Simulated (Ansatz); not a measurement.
# TaTe (Pm-3m) in Ansatz: reference runs

How does TaTe come out in PBE? The cell is run as given and disturbed.

Program: Ansatz 0.2.0. These are calculated values, not measurements. Logs are shortened: lines on timing, memory, paths and dates and some standing lists are left out, and cuts for length are marked.

### Step 1. Starting point

The structure is cubic, space group Pm-3m (No. 221). The conventional cell has a = 3.420 Å, b = 3.420 Å, c = 3.420 Å, α = 90.00°, β = 90.00°, γ = 90.00°. Ta (site symmetry m-3m) has 8 Te at 2.96 Å as nearest neighbours. Te (site symmetry m-3m) has 8 Ta at 2.96 Å as nearest neighbours.

The cell was built by a generator and needn't be a form met in nature.

### Step 2. Single point, PBE

Input file input.yaml:

```yaml
crystal:
  lattice:
    - [3.42009, 0.0, 0.0]
    - [0.0, 3.42009, 0.0]
    - [0.0, 0.0, 3.42009]
  atoms:
    - { symbol: Ta, position: [0.5, 0.5, 0.5] }
    - { symbol: Te, position: [0.0, 0.0, 0.0] }
hamiltonian:
  xc: pbe
  pseudopotentials: { kind: paw }
kpoints:
  mp_grid: { grid: [8, 8, 8] }
scf:
  occupations: { method: fermi_dirac, width: 0.05 }
output:
  forces: true
  stress: true
  eigenvalues: true
  write_density: true
  write_potential: true
  elf: true
  volumetric_format: npy
```

Potentials or basis: Ansatz PAW.

The run is started by

```console
$ ansatz run input.yaml --threads 2 --pin off --max-ram 5632MiB --backend cpu --events-out ev --progress --plain --runs-dir out
```

The program printed:

```text
Warning: RAYON_NUM_THREADS=2 ignored (pool sized by the plan → 2); use --threads N
Engine: ansatz 0.2.0, x86_64-unknown-linux-gnu
Pseudopotentials: kind: paw
Pseudopotential: Ta, paw, valence charge 13, recommended cutoff 420 eV (normal), Ta.paw.azcp
Pseudopotential: Te, paw, valence charge 16, recommended cutoff 420 eV (normal), Te.paw.azcp
Functional definition: PBE
  parameter kappa = 0.804
  parameter beta = 0.06672455060314922
  exchange = pbe_x(kappa = kappa, mu = beta*pi^2/3)
  correlation = pbe_c(beta = beta)
Crystal: 2 atoms, lattice volume = 40.005 Å³
Basis set: ecut = 420 eV, 751 PW (Γ), exchange–correlation on 48×48×48 points (8 copies of the dense FFT grid, shifted against one another)
Bands: 19, of which v1, the nominal top of the filled ones, is band 15 counted from 1 (14 counted from 0)
Symmetry: 48 space group operations
Space group: Pm-3m (ITA 221), of the structure as read, at distance tolerance 3.4e-5 Å
k-points: 35 of 512
Non-local potential: Ta, projectors of the file, l = 0: 3, l = 1: 2, l = 2: 2, l = 3: 1
Non-local potential: Te, projectors of the file, l = 0: 2, l = 1: 2, l = 2: 2, l = 3: 2
PAW form: soft (Blöchl's): semilocal exchange-correlation on the pseudo side does not see the compensation charge
PAW one-centre angular grid: Ta, 590 points (default); XC on 64 Gauss nodes
PAW one-centre angular grid: Te, 590 points (default); XC on 64 Gauss nodes
Initial density: superposition of atomic densities (neutral atoms: chi_scale 0, normalization atom), corrected by the library's trained network
Initial wavefunctions: pseudopotential atomic-orbital guess
Functional: x = pbe(κ = 0.804, μ = 0.2195149727645171), c = pbe(β = 0.06672455060314922)
SCF iter   1: F=—  HF=-16911.789399 eV  |F-HF|=—  |Δ(HF+E_count)|=         —  Δρ=2.96e-3  dr2=2.67e-3  ethr=1.77e-3  ⟨swp⟩=5.7  Hψ=3296  notcnv=0
preconditioner: auto → none  [metal: Δε(μ)=0.026 eV  Ē_g=7.978 eV  σ=0.050 eV  W_gap=0.13  n_scr=6 (ndim 8)  ℏωp=19.5 eV  f_vac=0.000  D(μ)=3.65/eV (n_scr^D=32)  sad-step TF]
SCF iter   2: F=—  HF=-16911.789479 eV  |F-HF|=—  |Δ(HF+E_count)|=   7.93e-5  Δρ=1.90e-3  dr2=1.34e-3  ethr=9.22e-6  ⟨swp⟩=2.1  Hψ=1193  notcnv=0
SCF iter   3: F=—  HF=-16911.789665 eV  |F-HF|=—  |Δ(HF+E_count)|=   1.87e-4  Δρ=6.14e-4  dr2=1.42e-4  ethr=4.63e-6  ⟨swp⟩=2.5  Hψ=1162  notcnv=0
SCF iter   4: F=—  HF=-16911.789578 eV  |F-HF|=—  |Δ(HF+E_count)|=   8.72e-5  Δρ=2.46e-4  dr2=1.19e-5  ethr=4.89e-7  ⟨swp⟩=2.0  Hψ=1091  notcnv=0
SCF iter   5: F=—  HF=-16911.789564 eV  |F-HF|=—  |Δ(HF+E_count)|=   1.39e-5  Δρ=2.43e-5  dr2=1.17e-7  ethr=4.09e-8  ⟨swp⟩=2.0  Hψ=1115  notcnv=0
SCF iter   6: F=-16911.789564 eV  HF=-16911.789564 eV  |F-HF|=5.10e-9  |Δ(HF+E_count)|=   2.62e-8  Δρ=4.30e-6  dr2=5.75e-9  ethr=3.45e-10  ⟨swp⟩=9.3  Hψ=4580  notcnv=0
SCF 1 converged in 6 iterations: F = -16911.789564 eV  dr2 = 5.75e-9
SCF converged after 6 iterations
Free energy (F): -16911.789564 eV
Harris-Foulkes:  -16911.789564 eV  (|F-HF|=5.10e-9)
Internal energy: -16911.761345 eV  (E = F + TS)
E sigma→0 (E₀):  -16911.775455 eV
Entropy (-TS):   -0.028219 eV (-14.110 meV/atom)
Fermi energy:    18.040447 eV
--- Per-component energies (eV) ---
  E_band       = -259.874868
  E_kinetic    = 549.573701
  E_local      = -1332.713669  (includes V_loc(G=0)·N_el)
  E_nonlocal   = -295.513584
  E_hartree    = 811.708899
  E_xc         = -343.953958
  E_vxc        = -310.064914  (∫ρ·V_xc dr)
  E_paw        = -13060.066093  (= ΣΔE_a)
  E_vpaw       = -494.577612  (= ΣTr[D̂ρ^β])
  E_aug_tail   = -0.000047  (compensation charges beyond the density's cutoff)
  E_ewald      = -3240.796593
  E_smearing   = -0.028219  (= −TS)
  E_closure    = 0.000000  (closes the sum)
  Σ components = -16911.789564   (vs F -16911.789564, Δ=0.00e0)
--- Forces (eV/Å), atoms counted from 1 ---
  atom   1  Ta     0.00000000    -0.00000000     0.00000000
  atom   2  Te    -0.00000000     0.00000000    -0.00000000
  max |Σ_I F_I| component: 2.87e-29 eV/Å
--- Stress (GPa, compression-positive) ---
        0.115689       0.000000       0.000000
       -0.000000       0.115689       0.000000
        0.000000       0.000000       0.115689
  P = ⅓ Tr σ = 0.1157 GPa (1.157 kbar)
--- Band table (eV; the first three rows and the last of 35) ---
  k-point 0: bands = ["-50.4189", "-19.8525", "-19.8525", "-19.8254", "-19.8254", "-19.8254", "-16.8711", "-16.8711", "-16.8711", "3.1568", "15.2181", "15.2181", "16.5668", "16.5668", "16.5668", "19.4405", "19.4405", "19.4405", "20.1017"]
  k-point 1: bands = ["-50.4182", "-19.8523", "-19.8483", "-19.8276", "-19.8276", "-19.8252", "-16.8939", "-16.8674", "-16.8674", "3.3567", "14.0671", "15.3186", "16.2517", "16.2517", "16.8436", "19.4668", "19.8945", "19.8945", "21.2237"]
  k-point 2: bands = ["-50.4166", "-19.8519", "-19.8383", "-19.8330", "-19.8330", "-19.8248", "-16.9485", "-16.8585", "-16.8585", "3.9174", "12.0045", "15.5856", "15.6784", "15.6784", "17.8966", "19.5317", "20.9373", "20.9373", "22.6725"]
  k-point 34: bands = ["-50.4053", "-19.8555", "-19.8555", "-19.8555", "-19.8067", "-19.8067", "-16.9629", "-16.9629", "-16.9629", "7.5788", "11.3345", "11.3345", "11.3345", "19.5427", "19.5427", "19.5427", "21.2984", "21.2984", "22.5724"]
```

rho_z.tsv:

```text
# z_ang	rho[e/angstrom^3]
# format = ansatz-planar-average/11
# lattice	3.420090000	0.000000000	0.000000000
# lattice	0.000000000	3.420090000	0.000000000
# lattice	0.000000000	0.000000000	3.420090000
# sites	2
# site	73	1.710045000	1.710045000	1.710045000
# site	52	0.000000000	0.000000000	0.000000000
0.000000	1.334445e0
0.142504	1.245416e0
0.285007	1.017206e0
0.427511	7.433809e-1
0.570015	5.213062e-1
0.712519	4.026254e-1
[... 16 lines left out ...]
3.135082	1.017206e0
3.277586	1.245416e0
```

It took 1.3 s on 2 threads of Intel Xeon Platinum 8375C at 2.90GHz (Ice Lake), shared host; peak memory 0.39 GiB.

Results:

```
Free energy            : -16911.7896 eV
Pressure               : 0.1 GPa
Band gap on the k mesh : none (metal or under the smearing width)
```

Levels at points of the mesh, in eV from the Fermi level:
| k point | band 12 | band 13 | band 14 | band 15 | band 16 | band 17 | band 18 | band 19 |
| --- | --- | --- | --- | --- | --- | --- | --- | --- |
| (0.00, 0.00, 0.00) | -2.82 | -1.47 | -1.47 | -1.47 | 1.40 | 1.40 | 1.40 | 2.06 |
| (0.00, 0.00, -0.50) | -2.97 | -2.97 | -1.99 | 1.59 | 2.71 | 4.42 | 5.05 | 5.23 |
| (0.00, -0.50, -0.50) | -5.91 | -3.41 | -0.27 | -0.27 | 0.46 | 1.45 | 3.12 | 3.53 |
| (-0.50, -0.50, -0.50) | -6.71 | -6.71 | 1.50 | 1.50 | 1.50 | 3.26 | 3.26 | 4.53 |

### Step 3. Single point, PBE (atoms moved at random, drawn with an rms of 0.05 Å)

Input file input.yaml:

```yaml
crystal:
  lattice:
    - [3.42009, 0.0, 0.0]
    - [0.0, 3.42009, 0.0]
    - [0.0, 0.0, 3.42009]
  atoms:
    - { symbol: Ta, position: [0.499037, 0.502121, 0.507204] }
    - { symbol: Te, position: [0.017547, -0.00167, -0.0019] }
hamiltonian:
  xc: pbe
  pseudopotentials: { kind: paw }
kpoints:
  mp_grid: { grid: [8, 8, 8] }
scf:
  occupations: { method: fermi_dirac, width: 0.05 }
output:
  forces: true
  stress: true
  eigenvalues: true
```

Potentials or basis: Ansatz PAW.

The run is started by

```console
$ ansatz run input.yaml --threads 2 --pin off --max-ram 5632MiB --backend cpu --events-out ev --progress --plain --runs-dir out
```

The program printed:

```text
Warning: RAYON_NUM_THREADS=2 ignored (pool sized by the plan → 2); use --threads N
[... 9 set-up lines as earlier in the session ...]
Crystal: 2 atoms, lattice volume = 40.005 Å³
Basis set: ecut = 420 eV, 751 PW (Γ), exchange–correlation on 48×48×48 points (8 copies of the dense FFT grid, shifted against one another)
Bands: 19, of which v1, the nominal top of the filled ones, is band 15 counted from 1 (14 counted from 0)
Symmetry: 1 space group operations
Space group: P1 (ITA 1), of the structure as read, at distance tolerance 3.4e-5 Å
k-points: 260 of 512 (time reversal used)
[... 7 set-up lines as earlier in the session ...]
[... 8 lines left out ...]
SCF 1 converged in 6 iterations: F = -16911.779005 eV  dr2 = 6.06e-8
SCF converged after 6 iterations
Free energy (F): -16911.779005 eV
Harris-Foulkes:  -16911.779005 eV  (|F-HF|=4.43e-8)
Internal energy: -16911.750840 eV  (E = F + TS)
E sigma→0 (E₀):  -16911.764922 eV
Entropy (-TS):   -0.028165 eV (-14.083 meV/atom)
Fermi energy:    18.038414 eV
--- Per-component energies (eV) ---
  E_band       = -259.889113
  E_kinetic    = 549.650570
  E_local      = -1334.361602  (includes V_loc(G=0)·N_el)
  E_nonlocal   = -295.490878
  E_hartree    = 812.496462
  E_xc         = -343.976619
  E_vxc        = -310.094764  (∫ρ·V_xc dr)
  E_paw        = -13060.078819  (= ΣΔE_a)
  E_vpaw       = -494.591398  (= ΣTr[D̂ρ^β])
  E_aug_tail   = -0.000046  (compensation charges beyond the density's cutoff)
  E_ewald      = -3239.989908
  E_smearing   = -0.028165  (= −TS)
  E_closure    = 0.000000  (closes the sum)
  Σ components = -16911.779005   (vs F -16911.779005, Δ=0.00e0)
--- Forces (eV/Å), atoms counted from 1 ---
  atom   1  Ta     0.26525177    -0.05428096    -0.13028930
  atom   2  Te    -0.26509048     0.05424944     0.13021018
  max |Σ_I F_I| component: 1.61e-4 eV/Å
--- Stress (GPa, compression-positive) ---
        0.318464      -0.132444      -0.317705
       -0.132444       0.420992       0.065282
       -0.317705       0.065282       0.400260
  P = ⅓ Tr σ = 0.3799 GPa (3.799 kbar)
--- Band table (eV; the first three rows and the last of 260) ---
  k-point 0: bands = ["-50.4175", "-19.8517", "-19.8511", "-19.8248", "-19.8246", "-19.8241", "-16.8710", "-16.8708", "-16.8701", "3.1554", "15.1615", "15.2011", "16.5553", "16.5713", "16.6368", "19.4351", "19.4493", "19.4528", "20.0987"]
  k-point 1: bands = ["-50.4168", "-19.8514", "-19.8471", "-19.8269", "-19.8266", "-19.8243", "-16.8938", "-16.8673", "-16.8663", "3.3552", "14.0562", "15.2718", "16.2415", "16.3009", "16.8496", "19.4546", "19.9041", "19.9132", "21.2198"]
  k-point 2: bands = ["-50.4152", "-19.8509", "-19.8372", "-19.8323", "-19.8320", "-19.8240", "-16.9485", "-16.8584", "-16.8575", "3.9157", "12.0017", "15.4859", "15.6692", "15.7826", "17.8890", "19.5231", "20.9396", "20.9532", "22.6633"]
  k-point 259: bands = ["-50.4039", "-19.8551", "-19.8548", "-19.8543", "-19.8058", "-19.8052", "-16.9630", "-16.9628", "-16.9618", "7.5649", "11.3341", "11.3357", "11.3476", "19.5267", "19.5301", "19.5450", "21.2950", "21.2960", "22.5704"]
```

It took 6.3 s on 2 threads of Intel Xeon Platinum 8375C at 2.90GHz (Ice Lake), shared host; peak memory 0.54 GiB.

Results:

```
Free energy            : -16911.7790 eV
Pressure               : 0.4 GPa
Largest force          : 0.300 eV/Å
Band gap on the k mesh : none (metal or under the smearing width)
```

Forces in eV/Å, atoms in the order of the input:
```
Ta   0.265 -0.054 -0.130
Te  -0.265  0.054  0.130
```

The run has no spin-orbit coupling, so splittings on Ta, Te are missing.
